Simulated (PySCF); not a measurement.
**C2H7In (InH2Et) at CASSCF(2,2)/def2-SVP (core potential)**

What is the vertical singlet–triplet gap of C2H7In (InH2Et) at CASSCF(2,2)/def2-SVP (core potential)? The job is set up through a Python script.

Program for the calculation: PySCF 2.14.0.

1 further run of the same task is left out (set aside as unsound or not needed).

### Step 1. Starting point

C2H7In has 10 atoms, charge 0, and is taken as a singlet. SMILES: `[H][In]([H])[CH2]C`. Geometry: a GFN2-xTB relaxation, a rough one for these elements and not checked as a minimum.

Bond lengths: In1–C4 2.244 Å, C4–C5 1.527 Å, In1–H2 1.751 Å, In1–H3 1.751 Å, C4–H6 1.094 Å, C4–H7 1.094 Å, C5–H8 1.092 Å, C5–H9 1.092 Å, C5–H10 1.092 Å. Some angles: In1–C4–C5 111.6°, In1–C4–H6 108.2°, In1–C4–H7 108.4°, C5–C4–H6 110.3°, C5–C4–H7 110.1°, H2–In1–C4 124.5°, H3–In1–C4 124.7°, C4–C5–H8 110.5°, C4–C5–H9 110.9°, C4–C5–H10 110.9°.

### Step 2. A single-point energy at CASSCF(2,2)/def2-SVP (core potential)

File calc.py:

```python
# InH2Et
import numpy
from pyscf import gto, scf, mp, mcscf

mol = gto.M(
    atom=[
    ('In', (0.812150, 1.501060, 0.578580)),
    ('H', (2.557080, 1.639060, 0.599560)),
    ('H', (0.065540, 3.083810, 0.525900)),
    ('C', (-0.310130, -0.442160, 0.566570)),
    ('C', (-0.485960, -0.981860, -0.851380)),
    ('H', (-1.286090, -0.275540, 1.032160)),
    ('H', (0.241770, -1.162440, 1.177770)),
    ('H', (-1.028310, -1.929560, -0.835430)),
    ('H', (-1.048860, -0.278880, -1.468780)),
    ('H', (0.482820, -1.153480, -1.324970)),
],
    verbose=4,
    ecp={'In': 'def2-svp'},
    basis='def2-svp',
    max_memory=1860,
)

mf = scf.RHF(mol)
mf.conv_tol = 1e-10
mf.kernel()
if not mf.converged:
    mf = mf.newton().run(mf.mo_coeff, mf.mo_occ)

pt = mp.MP2(scf.addons.convert_to_uhf(mf)).run()
noons, natorbs = mcscf.addons.make_natural_orbitals(pt)
print('natural occupations', numpy.round(noons[:40], 4))
cas = mcscf.CASSCF(mf, 2, 2)
cas.fix_spin_(ss=0.0)
cas.natorb = True
cas.kernel(natorbs)
e_final = cas.e_tot
print('E(%s) = %.9f' % ('CASSCF', e_final))
```

Run with:

```
$ OMP_NUM_THREADS=1 python calc.py
```

The program printed:

```text
PySCF version 2.14.0

[INPUT] num. atoms = 10
[INPUT] num. electrons = 40
[INPUT] charge = 0
[INPUT] spin (= nelec alpha-beta = 2S) = 0
[INPUT] symmetry False subgroup None
[INPUT] Mole.unit = angstrom
[INPUT] Symbol           X                Y                Z      unit          X                Y                Z       unit  Magmom
[INPUT]  1 In     0.812150000000   1.501060000000   0.578580000000 AA    1.534741072066   2.836592296540   1.093357741151 Bohr   0.0
[INPUT]  2 H      2.557080000000   1.639060000000   0.599560000000 AA    4.832180878603   3.097374501730   1.133004195244 Bohr   0.0
[INPUT]  3 H      0.065540000000   3.083810000000   0.525900000000 AA    0.123852650204   5.827556320195   0.993806968909 Bohr   0.0
[INPUT]  4 C     -0.310130000000  -0.442160000000   0.566570000000 AA   -0.586060763011  -0.835561303238   1.070662130395 Bohr   0.0
[INPUT]  5 C     -0.485960000000  -0.981860000000  -0.851380000000 AA   -0.918331307494  -1.855446492665  -1.608875027932 Bohr   0.0
[INPUT]  6 H     -1.286090000000  -0.275540000000   1.032160000000 AA   -2.430357871542  -0.520695136363   1.950499716731 Bohr   0.0
[INPUT]  7 H      0.241770000000  -1.162440000000   1.177770000000 AA    0.456879085136  -2.196693236239   2.225662737729 Bohr   0.0
[INPUT]  8 H     -1.028310000000  -1.929560000000  -0.835430000000 AA   -1.943224271151  -3.646339940916  -1.578733896245 Bohr   0.0
[INPUT]  9 H     -1.048860000000  -0.278880000000  -1.468780000000 AA   -1.982058143011  -0.527006821619  -2.775591937239 Bohr   0.0
[INPUT] 10 H      0.482820000000  -1.153480000000  -1.324970000000 AA    0.912397567463  -2.179761290163  -2.503830423265 Bohr   0.0

nuclear repulsion = 122.411525756452
number of shells = 43
number of NR pGTOs = 158
number of NR cGTOs = 89
basis = def2-svp
ecp = {'In': 'def2-svp'}

[... 41 lines left out ...]
converged SCF energy = -268.91389034531
[... 12 lines left out ...]
******** <class 'pyscf.mcscf.mc1step.CASSCF'> ********
CAS (1e+1e, 2o), ncore = 19, nvir = 68
max_cycle_macro = 50
max_cycle_micro = 4
conv_tol = 1e-07
conv_tol_grad = None
orbital rotation max_stepsize = 0.02
orbital rotation threshold for CI restart = 0.01
augmented hessian ah_max_cycle = 30
augmented hessian ah_conv_tol = 1e-12
augmented hessian ah_linear dependence = 1e-14
augmented hessian ah_level shift = 1e-08
augmented hessian ah_start_tol = 2.5
augmented hessian ah_start_cycle = 3
augmented hessian ah_grad_trust_region = 3
kf_trust_region = 3
kf_interval = 4
ci_response_space = 4
ci_grad_trust_region = 3
with_dep4 0
natorb = True
canonicalization = True
sorting_mo_energy = False
ao2mo_level = 2
internal_rotation = False
******** <class 'pyscf.fci.addons.SpinPenaltyFCISolver'> ********
max. cycles = 50
conv_tol = 1e-08
davidson only = True
linear dependence = 1e-12
level shift = 0.001
max iter space = 12
nroots = 1
pspace_size = 400
spin = None
CASCI E = -268.922246324699  S^2 = 0.0000000
Set conv_tol_grad to 0.000316228
macro iter   1 ( 21 JK    4 micro), CASSCF E = -268.928817146566  dE = -6.57082187e-03  S^2 = 0.0000000
               |grad[o]|=0.0207  |grad[c]|=0.0115  |ddm|=0.00965  |maxRot[o]|=0.178
macro iter   2 ( 20 JK    4 micro), CASSCF E = -268.930361291606  dE = -1.54414504e-03  S^2 = 0.0000000
               |grad[o]|=0.0115  |grad[c]|=0.00469  |ddm|=0.00355  |maxRot[o]|=0.139
macro iter   3 ( 22 JK    4 micro), CASSCF E = -268.930519103136  dE = -1.57811530e-04  S^2 = 0.0000000
               |grad[o]|=0.00369  |grad[c]|=0.00315  |ddm|=0.000549  |maxRot[o]|=0.0661
macro iter   4 ( 17 JK    4 micro), CASSCF E = -268.930525597748  dE = -6.49461253e-06  S^2 = 0.0000000
               |grad[o]|=0.00162  |grad[c]|=9.85e-05  |ddm|=0.00113  |maxRot[o]|=0.00825
macro iter   5 (  3 JK    1 micro), CASSCF E = -268.930525603423  dE = -5.67484904e-09  S^2 = 0.0000000
               |grad[o]|=5.3e-05  |grad[c]|=1.71e-05  |ddm|=4.46e-05  |maxRot[o]|=0.000253
1-step CASSCF converged in   5 macro ( 83 JK  17 micro) steps
CASSCF canonicalization
Natural occ [1.96694031 0.03305969]
Natural orbital (expansion on meta-Lowdin AOs) in CAS space
               #1        #2
0 In 4s         -0.00949  -0.01221
0 In 5s          0.34792   0.51010
0 In 6s          0.00239  -0.00522
[... 85 lines of this table left out ...]
9 H 2pz          0.00042  -0.00128
<CAS-nat-orb|mo-hf>  20     20      -0.88555136
<CAS-nat-orb|mo-hf>  21     22       0.64873647
CASSCF energy = -268.930525603423
CASCI E = -268.930525603423  E(CI) = -1.37870411818375  S^2 = 0.0000000
E(CASSCF) = -268.930525603
```

Run time: 13 s. Hardware: 1 thread of Arm Neoverse V2, shared host; peak memory 0.28 GiB.

### Step 3. The triplet, same level

File calc.py:

```python
import numpy
from pyscf import gto, scf, mp, mcscf

mol = gto.Mole()
mol.atom = '''
In     1.534741     2.836592     1.093358
H      4.832181     3.097375     1.133004
H      0.123853     5.827556     0.993807
C     -0.586061    -0.835561     1.070662
C     -0.918331    -1.855446    -1.608875
H     -2.430358    -0.520695     1.950500
H      0.456879    -2.196693     2.225663
H     -1.943224    -3.646340    -1.578734
H     -1.982058    -0.527007    -2.775592
H      0.912398    -2.179761    -2.503830
'''
mol.max_memory = 1860
mol.charge = 0
mol.unit = 'bohr'
mol.spin = 2
mol.verbose = 4
mol.basis = 'def2-svp'
mol.ecp = {'In': 'def2-svp'}
mol.build()

myscf = scf.ROHF(mol)
myscf.conv_tol = 1e-10
myscf.kernel()
if not myscf.converged:
    myscf = myscf.newton().run(myscf.mo_coeff, myscf.mo_occ)

pt = mp.MP2(scf.addons.convert_to_uhf(myscf)).run()
noons, natorbs = mcscf.addons.make_natural_orbitals(pt)
print('natural occupations', numpy.round(noons[:40], 4))
cas = mcscf.CASSCF(myscf, 2, 2)
cas.fix_spin_(ss=2.0)
cas.natorb = True
cas.kernel(natorbs)
e_tot = cas.e_tot
print('E = %.10f Eh' % e_tot)
```

Run with:

```
$ OMP_NUM_THREADS=1 python calc.py
```

The program printed:

```text
PySCF version 2.14.0

[INPUT] num. atoms = 10
[INPUT] num. electrons = 40
[INPUT] charge = 0
[INPUT] spin (= nelec alpha-beta = 2S) = 2
[INPUT] symmetry False subgroup None
[INPUT] Mole.unit = bohr
[INPUT] Symbol           X                Y                Z      unit          X                Y                Z       unit  Magmom
[INPUT]  1 In     0.812149961865   1.501059843078   0.578580136977 AA    1.534741000000   2.836592000000   1.093358000000 Bohr   0.0
[INPUT]  2 H      2.557080064241   1.639060263673   0.599559896681 AA    4.832181000000   3.097375000000   1.133004000000 Bohr   0.0
[INPUT]  3 H      0.065540185104   3.083809830560   0.525900016453 AA    0.123853000000   5.827556000000   0.993807000000 Bohr   0.0
[INPUT]  4 C     -0.310130125409  -0.442159839534   0.566569930998 AA   -0.586061000000  -0.835561000000   1.070662000000 Bohr   0.0
[INPUT]  5 C     -0.485959837281  -0.981859739293  -0.851379985219 AA   -0.918331000000  -1.855446000000  -1.608875000000 Bohr   0.0
[INPUT]  6 H     -1.286090067977  -0.275539927840   1.032160149899 AA   -2.430358000000  -0.520695000000   1.950500000000 Bohr   0.0
[INPUT]  7 H      0.241769954948  -1.162439874987   1.177770138788 AA    0.456879000000  -2.196693000000   2.225663000000 Bohr   0.0
[INPUT]  8 H     -1.028309856513  -1.929560031266  -0.835430054905 AA   -1.943224000000  -3.646340000000  -1.578734000000 Bohr   0.0
[INPUT]  9 H     -1.048859924322  -0.278880094395  -1.468780033212 AA   -1.982058000000  -0.527007000000  -2.775592000000 Bohr   0.0
[INPUT] 10 H      0.482820228889  -1.153479846452  -1.324969776018 AA    0.912398000000  -2.179761000000  -2.503830000000 Bohr   0.0

nuclear repulsion = 122.411532558984
number of shells = 43
number of NR pGTOs = 158
number of NR cGTOs = 89
basis = def2-svp
ecp = {'In': 'def2-svp'}

[... 51 lines left out ...]
converged SCF energy = -268.767558584319
[... 1 line left out ...]
******** <class 'pyscf.mp.ump2.UMP2'> ********
nocc = (np.int64(21), np.int64(19)), nmo = (89, 89)
E(UMP2) = -269.161417793104  E_corr = -0.393859208785028
E(SCS-UMP2) = -269.16488416462  E_corr = -0.39732558030057
E_corr(same-spin) = -0.0868909272016895
E_corr(oppo-spin) = -0.306968281583339
natural occupations [1.9998 1.9998 1.9997 1.9995 1.9994 1.9993 1.9967 1.9965 1.9964 1.9963
 1.9962 1.9832 1.9771 1.9707 1.9705 1.968  1.9679 1.9665 1.9602 0.9946
 0.9913 0.025  0.0217 0.0168 0.0165 0.0161 0.0141 0.0136 0.0126 0.0102
 0.0099 0.0089 0.0084 0.0074 0.0066 0.0065 0.006  0.006  0.0058 0.0049]

******** <class 'pyscf.mcscf.mc1step.CASSCF'> ********
CAS (2e+0e, 2o), ncore = 19, nvir = 68
max_cycle_macro = 50
max_cycle_micro = 4
conv_tol = 1e-07
conv_tol_grad = None
orbital rotation max_stepsize = 0.02
orbital rotation threshold for CI restart = 0.01
augmented hessian ah_max_cycle = 30
augmented hessian ah_conv_tol = 1e-12
augmented hessian ah_linear dependence = 1e-14
augmented hessian ah_level shift = 1e-08
augmented hessian ah_start_tol = 2.5
augmented hessian ah_start_cycle = 3
augmented hessian ah_grad_trust_region = 3
kf_trust_region = 3
kf_interval = 4
ci_response_space = 4
ci_grad_trust_region = 3
with_dep4 0
natorb = True
canonicalization = True
sorting_mo_energy = False
ao2mo_level = 2
internal_rotation = False
******** <class 'pyscf.fci.addons.SpinPenaltyFCISolver'> ********
max. cycles = 50
conv_tol = 1e-08
davidson only = True
linear dependence = 1e-12
level shift = 0.001
max iter space = 12
nroots = 1
pspace_size = 400
spin = None
CASCI E = -268.767540914466  S^2 = 2.0000000
Set conv_tol_grad to 0.000316228
macro iter   1 ( 16 JK    4 micro), CASSCF E = -268.767558583990  dE = -1.76695236e-05  S^2 = 2.0000000
               |grad[o]|=0.00495  |grad[c]|=1.72e-05  |ddm|=    0  |maxRot[o]|=0.0022
macro iter   2 (  1 JK    1 micro), CASSCF E = -268.767558583990  dE =  0.00000000e+00  S^2 = 2.0000000
               |grad[o]|=2.32e-05  |grad[c]|=1.72e-14  |ddm|=    0  |maxRot[o]|=    0
1-step CASSCF converged in   2 macro ( 17 JK   5 micro) steps
CASSCF canonicalization
Natural occ [1. 1.]
Natural orbital (expansion on meta-Lowdin AOs) in CAS space
               #1        #2
0 In 4s          0.00006   0.00637
0 In 5s         -0.02324  -0.13212
0 In 6s         -0.02549   0.00284
[... 85 lines of this table left out ...]
9 H 2pz          0.00084  -0.00058
<CAS-nat-orb|mo-hf>  20     21       0.99995865
<CAS-nat-orb|mo-hf>  21     20       0.99995865
CASSCF energy = -268.767558583990
CASCI E = -268.767558583990  E(CI) = -0.906243856840888  S^2 = 2.0000000
E = -268.7675585840 Eh
```

Run time: 6.9 s. Hardware: 1 thread of Arm Neoverse V2, shared host; peak memory 0.3 GiB.

### Step 4. Summary of results

At CASSCF(2,2)/def2-SVP (core potential):

```
                                        quantity          value
                           singlet: total energy  -268.93053 Eh
   singlet: dipole moment (Hartree–Fock density)         1.09 D
    singlet: HOMO energy (Hartree–Fock orbitals)       -9.71 eV
    singlet: LUMO energy (Hartree–Fock orbitals)        0.95 eV
  singlet: HOMO–LUMO gap (Hartree–Fock orbitals)       10.67 eV
                           triplet: total energy  -268.76756 Eh
   triplet: dipole moment (Hartree–Fock density)         6.04 D
vertical energy of the triplet above the singlet       4.435 eV
```

At this shape the triplet lies 4.43 eV (102 kcal/mol) above the singlet. Mulliken charges (singlet) of the mean-field density run from -0.40 on C4 to +0.63 on In1; they depend strongly on the basis. Mulliken charges (triplet) of the mean-field density run from -0.21 on C4 to +0.13 on H7; they depend strongly on the basis.
